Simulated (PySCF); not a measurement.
# [CuS2]-: from HF to coupled cluster

Aim: at the PBE0 minimum of singlet [CuS2]-, found before, compare methods on energies and levels.

Program: PySCF 2.14.0. Level of theory: several methods, basis Cu def2-SVPD, S def2-SVPD, no relativity, density fitting. These are calculated values, not measurements.

## (1) The system as given

3 atoms, charge -1, spin multiplicity 1.

Bond lengths: Cu1–S2 2.076 Å, Cu1–S3 2.076 Å. Angles: S2–Cu1–S3 154.5°.

Coordinates in bohr (charge -1 multiplicity 1):
```
Cu    0.0623    0.4322    0.0000
S    -0.0614   -0.4254    3.8268
S    -0.0614   -0.4254   -3.8268
```

## (2) PBE0

The steps are one call of a driver around PySCF; scf.py gives each level's set-up. Each SCF starts from the density of the minimum. The driver also runs the species with one electron less or more at the same geometry (one less: multiplicity 2); their logs are not shown.

The input, scf.py:

```python
from pyscf import gto, scf, dft
mol = gto.M(atom='''
Cu     0.032994     0.228730     0.000000
S     -0.032471    -0.225101     2.025031
S     -0.032471    -0.225101    -2.025031''',
    basis={'Cu': 'def2-SVPD', 'S': 'def2-SVPD'},
    charge=-1, spin=0)
mf = dft.RKS(mol, xc='PBE0')
mf.grids.atom_grid = (99, 590)
aux = {'Cu': 'def2-universal-JKFIT', 'S': 'def2-universal-JKFIT'}
mf = mf.density_fit(auxbasis=aux)
mf.kernel()
```

## (3) HF

Changes to scf.py since step 2:

```diff
@@ -8,2 +8 @@
-mf = dft.RKS(mol, xc='PBE0')
-mf.grids.atom_grid = (99, 590)
+mf = scf.RHF(mol)
```

## (4) PBE

Changes to scf.py since step 3:

```diff
@@ -8 +8,2 @@
-mf = scf.RHF(mol)
+mf = dft.RKS(mol, xc='PBE')
+mf.grids.atom_grid = (99, 590)
```

## (5) CCSD(T)

Changes to scf.py since step 4:

```diff
@@ -8,2 +8 @@
-mf = dft.RKS(mol, xc='PBE')
-mf.grids.atom_grid = (99, 590)
+mf = scf.RHF(mol)
@@ -12,0 +12,3 @@
+from pyscf import cc
+mycc = cc.CCSD(mf, frozen=15).run()
+mycc.ccsd_t()
```

## (6) r2SCAN

Changes to scf.py since step 5:

```diff
@@ -8 +8,2 @@
-mf = scf.RHF(mol)
+mf = dft.RKS(mol, xc='R2SCAN')
+mf.grids.atom_grid = (99, 590)
@@ -12,3 +12,0 @@
-from pyscf import cc
-mycc = cc.CCSD(mf, frozen=15).run()
-mycc.ccsd_t()
```

## (7) B3LYP

Changes to scf.py since step 6:

```diff
@@ -8 +8 @@
-mf = dft.RKS(mol, xc='R2SCAN')
+mf = dft.RKS(mol, xc='B3LYP')
```

## (8) TPSSh

Changes to scf.py since step 7:

```diff
@@ -8 +8 @@
-mf = dft.RKS(mol, xc='B3LYP')
+mf = dft.RKS(mol, xc='TPSSH')
```

## (9) M06

Changes to scf.py since step 8:

```diff
@@ -8 +8 @@
-mf = dft.RKS(mol, xc='TPSSH')
+mf = dft.RKS(mol, xc='M06')
```

## (10) B2PLYP

Changes to scf.py since step 9:

```diff
@@ -8 +8 @@
-mf = dft.RKS(mol, xc='M06')
+mf = dft.RKS(mol, xc='0.53*HF + 0.47*B88, 0.73*LYP')
```

(Steps that only read results are left out.)

**Question.** What will these runs give? Wanted: vertical ionisation energy, range; orbital gap, range; T1, D1.

As calculated:

| quantity | value |
| --- | --- |
| vertical ionisation energy, range | 0.10 (HF) to 3.26 (B2PLYP) eV |
| orbital gap, range | -0.60 (PBE) to 5.56 (HF) eV |
| T1, D1 | 0.034, 0.134 |

**Reading.** The vertical ionisation energy spreads over 3.17 eV, from HF to B2PLYP; without a CCSD(T) value for it there is no yardstick here. A negative gap means that an empty level lies below a filled one. Spin contamination is strong in at least one of the open-shell species at PBE0, HF, PBE, CCSD(T), r2SCAN, B3LYP, TPSSh, M06, B2PLYP. The small gap makes a closed-shell description doubtful. The closed shell proved unstable towards spin polarisation, so a lower open-shell solution exists.
